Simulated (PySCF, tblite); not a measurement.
# Si₃₇H₃₆O₂: electronic excitations, NMR shifts

Aim: compute the electronic excitations, NMR shifts of Si₃₇H₃₆O₂.

Computed with tblite 0.8.0 and PySCF 2.14.0 and routines of our own; the level stands in each step. Atoms count from 0.

## 1. The starting structure

75 atoms, charge 0, multiplicity 1; geometry from: force field, distance geometry or constructed start.

## 2. Geometry optimisation with GFN2-xTB

Job settings and geometry (Å):

```
{"job": {"kind": "relax", "xc": "GFN2-xTB", "basis": "xTB"}, "charge": 0, "multiplicity": 1}
Si    -0.611900     0.441700     0.267500
Si     1.964100    -2.134100     0.225100
Si    -0.577400    -2.140100    -2.316600
Si     1.963800     0.418000    -2.324100
Si     0.576700    -0.750400    -3.646400
Si     0.693300    -3.479100    -1.046700
Si    -1.904300    -0.856300    -1.039000
Si     1.941400    -2.103800    -4.842700
Si    -0.600800    -4.759300     0.256700
Si     2.002700    -4.749700    -2.345300
Si    -3.199600    -2.146400     0.269200
Si    -3.208100     0.436600    -2.322200
Si    -0.607600     0.445600     5.475200
Si    -0.629900    -2.141000     2.844800
Si     1.972000     0.457900     2.848700
Si     0.684200    -0.857700     1.565600
Si    -1.894200    -3.455800     1.544500
Si    -1.896300    -0.842700     4.166400
Si    -3.201300     0.433800     2.858400
Si    -4.465700    -0.671100     1.380700
Si    -0.601700     5.651900     0.281100
Si     1.969800     3.022100     0.275600
Si    -0.625800     3.032600    -2.311000
Si     0.677600     1.728800    -1.038300
Si    -1.710400     1.534400    -3.582600
Si    -1.894500     4.346000    -1.005000
Si    -3.198300     3.030600     0.251100
Si    -4.472600     1.547400    -0.841400
Si    -0.591600     3.025800     2.851000
Si     0.688100     4.337100     1.563100
Si     0.687500     1.730300     4.163800
Si    -1.915100     1.744400     1.568000
Si     4.583700     0.438300     0.256700
Si     4.582000    -2.170300    -2.342100
Si     3.288400    -3.451100    -3.652500
Si     3.307500    -0.860300    -1.046000
Si     3.284700     1.725800     1.545300
O     -0.579400     0.409400    -4.352600
O     -5.291800     0.435400     0.270700
H      2.785400    -2.954800     1.062200
H     -1.411200    -2.976100    -3.123000
H      2.805200     1.237600    -3.123600
H      1.278200    -2.973400    -5.774100
H      2.807400    -1.440100    -5.771900
H     -1.405200    -5.632000    -0.533700
H      0.188900    -5.628200     1.054800
H      1.217500    -5.631700    -3.141300
H      2.812400    -5.612600    -1.549600
H     -4.012700    -2.980300    -0.548700
H     -4.033700    -0.372600    -3.150600
H      0.191800    -0.361500     6.345100
H     -1.392500     1.245200     6.343600
H      0.192200    -2.965300     3.671100
H      2.795000    -0.375500     3.667000
H     -2.719900    -4.282000     2.367700
H     -2.720600    -1.661100     4.990200
H     -4.012800     1.243300     3.690800
H     -5.378000    -1.439500     2.148900
H      0.198200     6.521300    -0.512600
H     -1.395400     6.521400     1.080000
H      2.789400     3.844000    -0.550200
H      0.191700     3.863100    -3.139600
H     -2.466400     2.286000    -4.524200
H     -2.712300     5.175300    -1.830000
H     -4.013000     3.868200     1.070300
H     -5.391500     2.318700    -1.615000
H     -1.411700     3.854000     3.676900
H      1.521800     5.148100     2.391700
H      1.508600     2.549600     4.977800
H      5.457100    -0.359100     1.063300
H      5.457700     1.234900    -0.531300
H      5.460200    -1.380600    -3.136100
H      5.449000    -2.976200    -1.546100
H      4.086700    -4.244900    -4.519100
H      4.112100     2.552300     2.369400
```

On the command line:

```
> OMP_NUM_THREADS=8 python large_run.py task.json out
```

The driver reads the jobs from task.json and runs them one after another.

The program printed:

```text
step      E/eV     max force
  0   -2444.54972    2.602
  1   -2445.54181    1.690
  2   -2447.19943    3.777
  3   -2447.83277    2.186
  4   -2449.27171    1.161
  5   -2449.53338    0.840
  6   -2449.75323    0.629
  7   -2449.89990    0.655
  8   -2450.07614    0.772
  9   -2450.22816    0.818
 10   -2450.38403    0.747
 11   -2450.55336    0.635
 12   -2450.70969    0.604
 13   -2450.81802    0.538
 14   -2450.88607    0.439
 15   -2450.93407    0.410
 16   -2450.97543    0.355
 17   -2451.00978    0.367
 18   -2451.04406    0.474
 19   -2451.07602    0.388
 20   -2451.10212    0.220
 21   -2451.12150    0.205
 22   -2451.13699    0.211
 23   -2451.14982    0.205
 24   -2451.16072    0.188
 25   -2451.17011    0.174
 26   -2451.17900    0.198
 27   -2451.18800    0.173
 28   -2451.19668    0.161
 29   -2451.20498    0.156
 30   -2451.21312    0.200
 31   -2451.22070    0.178
 32   -2451.22734    0.098
 33   -2451.23308    0.107
 34   -2451.23821    0.122
 35   -2451.24311    0.146
 36   -2451.24779    0.118
 37   -2451.25223    0.114
 38   -2451.25678    0.125
 39   -2451.26150    0.143
 40   -2451.26590    0.131
 41   -2451.26955    0.086
 42   -2451.27245    0.093
 43   -2451.27497    0.117
 44   -2451.27714    0.090
 45   -2451.27879    0.056
 46   -2451.28013    0.044
 47   -2451.28155    0.071
 48   -2451.28326    0.095
 49   -2451.28512    0.080
 50   -2451.28683    0.057
 51   -2451.28822    0.052
 52   -2451.28932    0.054
 53   -2451.29022    0.043
 54   -2451.29101    0.039
 55   -2451.29185    0.061
 56   -2451.29286    0.072
 57   -2451.29404    0.059
 58   -2451.29518    0.055
 59   -2451.29606    0.051
 60   -2451.29666    0.044
 61   -2451.29708    0.039
 62   -2451.29739    0.025
 63   -2451.29766    0.025
 64   -2451.29796    0.036
 65   -2451.29835    0.040
 66   -2451.29881    0.038
 67   -2451.29927    0.032
 68   -2451.29963    0.028
 69   -2451.29992    0.029
 70   -2451.30015    0.022
 71   -2451.30037    0.027
 72   -2451.30060    0.025
 73   -2451.30088    0.029
 74   -2451.30121    0.028
 75   -2451.30153    0.025
 76   -2451.30180    0.024
 77   -2451.30202    0.023
 78   -2451.30220    0.020
```

Wall time 1.7 min (8 threads of AMD EPYC 9R45, shared host); peak memory 0.15 GiB.

The steps of the relaxation:

| step | energy from step 0 (eV) | largest force (eV/Å) |
| --- | --- | --- |
| 0 | 0.0000 | 2.6013 |
| 1 | -0.9921 | 1.6901 |
| 2 | -2.6497 | 3.7763 |
| 3 | -3.2831 | 2.1863 |
| 4 | -4.7220 | 1.1618 |
| 5 | -4.9837 | 0.8399 |
| 6 | -5.2035 | 0.6287 |
| 7 | -5.3502 | 0.6552 |
| 8 | -5.5264 | 0.7728 |
| 14 | -6.3364 | 0.4386 |
| 20 | -6.5524 | 0.2206 |
| 26 | -6.6293 | 0.1983 |
| 32 | -6.6776 | 0.0981 |
| 38 | -6.7071 | 0.1249 |
| 44 | -6.7274 | 0.0904 |
| 50 | -6.7371 | 0.0564 |
| 56 | -6.7431 | 0.0723 |
| 62 | -6.7477 | 0.0253 |
| 68 | -6.7499 | 0.0275 |
| 74 | -6.7515 | 0.0278 |
| 75 | -6.7518 | 0.0254 |
| 76 | -6.7521 | 0.0242 |
| 77 | -6.7523 | 0.0224 |
| 78 | -6.7525 | 0.0200 |

Close pairs (by a distance rule), those that changed most:

| bond | before (Å) | after (Å) | change (Å) |
| --- | --- | --- | --- |
| Si0–Si23 | 2.242 | 2.421 | +0.179 |
| Si0–Si31 | 2.255 | 2.433 | +0.177 |
| Si0–Si6 | 2.250 | 2.423 | +0.173 |
| Si0–Si15 | 2.248 | 2.415 | +0.167 |
| Si13–Si15 | 2.238 | 2.381 | +0.143 |
| Si28–Si31 | 2.245 | 2.381 | +0.136 |
| Si14–Si15 | 2.244 | 2.379 | +0.135 |
| Si26–Si31 | 2.244 | 2.378 | +0.134 |

The end geometry stands in the next job.

## 3. Electronic excitations: TDA PBE0/6-31G*

Job settings and geometry (Å):

```
{"job": {"kind": "uv", "basis": "6-31G*", "grid": 1, "kgrid": 0, "vcut": 1.5, "nstates": 6, "ntriplets": 2, "tda": true, "delta": [], "pop": true, "xc": "PBE0"}, "charge": 0, "multiplicity": 1}
Si    -0.604578     0.459609     0.387195
Si     2.106763    -2.288681     0.293615
Si    -0.511688    -2.302162    -2.254505
Si     2.088548     0.410634    -2.235451
Si     0.673508    -0.828208    -3.621257
Si     0.830988    -3.788191    -1.022990
Si    -1.972037    -1.016873    -0.962156
Si     1.788082    -1.963243    -5.304624
Si    -0.623319    -5.030847     0.329254
Si     2.101564    -4.880241    -2.650195
Si    -3.403734    -2.303151     0.423823
Si    -3.218773     0.336285    -2.430536
Si    -0.716487     0.475584     5.792868
Si    -0.742440    -2.253654     3.051493
Si     2.082470     0.527127     3.071405
Si     0.784183    -0.968005     1.753005
Si    -1.987774    -3.691860     1.675318
Si    -2.053330    -0.822357     4.384802
Si    -3.397564     0.501067     2.979020
Si    -4.700699    -0.640877     1.417234
Si    -0.668254     5.910177     0.156226
Si     2.143549     3.233232     0.486053
Si    -0.582529     3.059176    -2.476183
Si     0.812065     1.890813    -0.956774
Si    -1.643944     1.422130    -3.751004
Si    -1.931306     4.471824    -1.174668
Si    -3.321394     3.150110     0.181011
Si    -4.559093     1.548067    -0.967406
Si    -0.523928     3.266701     3.063865
Si     0.687789     4.682924     1.628308
Si     0.682576     1.809813     4.467331
Si    -1.986841     1.940871     1.733636
Si     4.861957     0.419435     0.327253
Si     4.665927    -2.257967    -2.657010
Si     3.191935    -3.384414    -4.080518
Si     3.570267    -0.978760    -1.037527
Si     3.531034     1.773207     1.698724
O     -0.491374     0.278722    -4.024836
O     -4.900590     0.436123     0.192413
H      2.961289    -3.101523     1.193107
H     -1.346842    -3.169152    -3.125463
H      2.958801     1.257275    -3.093367
H      0.946152    -2.750594    -6.224449
H      2.596302    -1.126122    -6.209753
H     -1.461612    -5.881427    -0.536928
H      0.122215    -6.008659     1.141955
H      1.223497    -5.802139    -3.391199
H      3.087991    -5.767919    -2.010096
H     -4.237037    -3.179040    -0.436097
H     -4.063708    -0.544473    -3.279758
H      0.064950    -0.368270     6.715552
H     -1.516822     1.284235     6.729867
H      0.072767    -3.077536     3.974017
H      2.922046    -0.302060     3.965655
H     -2.821931    -4.556031     2.544384
H     -2.938145    -1.656155     5.231681
H     -4.249159     1.337583     3.860292
H     -6.102122    -0.949253     1.752754
H      0.141000     6.833190    -0.660319
H     -1.540134     6.841532     0.894392
H      3.010649     4.076636    -0.368295
H      0.293297     3.921804    -3.306505
H     -2.019192     1.751187    -5.134796
H     -2.771021     5.294282    -2.076805
H     -4.200710     4.069163     0.944859
H     -5.912603     1.896593    -1.428632
H     -1.361526     4.119771     3.936890
H      1.480615     5.627808     2.448236
H      1.532116     2.633475     5.359416
H      5.820117    -0.362863     1.128413
H      5.740986     1.255881    -0.510292
H      5.579799    -1.382141    -3.409174
H      5.564497    -3.226803    -2.004772
H      3.984747    -4.170827    -5.052415
H      4.396005     2.598326     2.576379
```

Method: TDA PBE0/6-31G*, vertical, gas phase, core orbitals frozen in the response, virtual orbitals cut by energy.

The program printed:

```text
start: PBE on a coarse grid of 78517 points
cycle   1  E = -10878.2773273537  dE =  4.083e+00  |g| = 1.234e+00  |ddm| = 9.515e+00
cycle   2  E = -10872.6202048975  dE =  5.657e+00  |g| = 4.623e+00  |ddm| = 1.571e+01
cycle   3  E = -10878.4546659358  dE = -5.834e+00  |g| = 5.365e-01  |ddm| = 1.530e+01
cycle   4  E = -10878.3634751515  dE =  9.119e-02  |g| = 7.152e-01  |ddm| = 3.467e+00
cycle   5  E = -10878.5779020158  dE = -2.144e-01  |g| = 1.726e-01  |ddm| = 2.113e+00
cycle   6  E = -10878.5882630255  dE = -1.036e-02  |g| = 6.536e-02  |ddm| = 5.530e-01
cycle   7  E = -10878.5895865522  dE = -1.324e-03  |g| = 3.055e-02  |ddm| = 2.123e-01
cycle   8  E = -10878.5899008460  dE = -3.143e-04  |g| = 1.295e-02  |ddm| = 9.756e-02
cycle   9  E = -10878.5899449659  dE = -4.412e-05  |g| = 5.052e-03  |ddm| = 4.030e-02
final grid: 302559 points
cycle  10  E = -10878.8801296838  dE = -2.716e-02  |g| = 6.852e-02  |ddm| = 1.018e+00
cycle  11  E = -10878.8779069231  dE =  2.223e-03  |g| = 1.193e-01  |ddm| = 4.090e-01
cycle  12  E = -10878.8813490261  dE = -3.442e-03  |g| = 1.275e-02  |ddm| = 2.634e-01
cycle  13  E = -10878.8813536806  dE = -4.654e-06  |g| = 1.143e-02  |ddm| = 5.355e-02
cycle  14  E = -10878.8813984389  dE = -4.476e-05  |g| = 1.916e-03  |ddm| = 2.877e-02
cycle  15  E = -10878.8814055826  dE = -7.144e-06  |g| = 7.211e-04  |ddm| = 6.518e-03
cycle  16  E = -10878.8814055884  dE = -5.755e-09  |g| = 3.759e-04  |ddm| = 2.603e-03
cycle  17  E = -10878.8814083365  dE = -2.748e-06  |g| = 7.259e-05  |ddm| = 1.038e-03
converged SCF energy = -10878.8814083365

Static polarisability (au): isotropic 993.918, principal 911.127 951.445 1119.181

Singlet excitations
state   eV       nm        f      main configurations
  1   3.6215    342.4   0.00580   H->L 0.95
  2   3.7701    328.9   0.00565   H-1->L 0.93
  3   3.9160    316.6   0.00450   H-2->L 0.93
  4   3.9657    312.6   0.00864   H-3->L 0.95
  5   4.0959    302.7   0.00066   H-4->L 0.86
  6   4.1147    301.3   0.00108   H->L+1 0.58, H->L+2 0.23

Triplet excitations (Tamm-Dancoff, eV): 3.4494 3.5907
```

Wall time 2.4 min (8 threads of AMD EPYC 9R45, shared host); peak memory 5.9 GiB.

The orbitals next to the gap, with their largest atomic shares:

| orbital | eV | atoms |
| --- | --- | --- |
| HOMO−4 | -6.90 | Si14 9 %, Si11 8 %, Si6 8 % |
| HOMO−3 | -6.77 | Si15 14 %, Si0 14 %, Si23 7 % |
| HOMO−2 | -6.72 | Si31 9 %, Si23 9 %, Si0 8 % |
| HOMO−1 | -6.60 | Si3 9 %, Si4 7 %, O37 6 % |
| HOMO | -6.48 | Si2 10 %, Si10 9 %, Si11 6 % |
| LUMO | -2.05 | Si4 7 %, Si24 7 %, Si6 6 % |
| LUMO+1 | -1.62 | Si15 5 %, Si1 4 %, Si4 4 % |
| LUMO+2 | -1.60 | Si5 5 %, Si0 5 %, Si21 5 % |
| LUMO+3 | -1.53 | Si1 7 %, Si15 6 %, Si6 5 % |

With each of the 6 states as a Gaussian band of 0.4 eV half-width at 1/e, the curve within the window shown has maxima at 322 nm (ε 930) L/(mol cm). Beyond the last state computed it falls off for lack of states. The curve at chosen wavelengths:

(nm, ε (L/mol/cm)): (281, 198), (286, 298), (291, 416), (296, 543), (302, 690), (307, 795), (312, 874), (317, 921), (322, 935), (327, 918), (333, 862), (338, 795), (343, 715), (348, 629), (353, 542), (358, 458), (364, 367), (369, 299), (374, 240), (379, 191), (384, 149), (389, 115), (395, 84), (400, 63), (405, 47), (410, 35)

Ground-state properties from the same run:

| property | computed |
| --- | --- |
| dipole moment (D) | 0.34 |
| polarisability (Å³) | 147.28 |
| HOMO–LUMO gap (eV) | 4.43 |
| −ε(HOMO) (eV) | 6.48 |

(Part 1 of 2 ends here.)
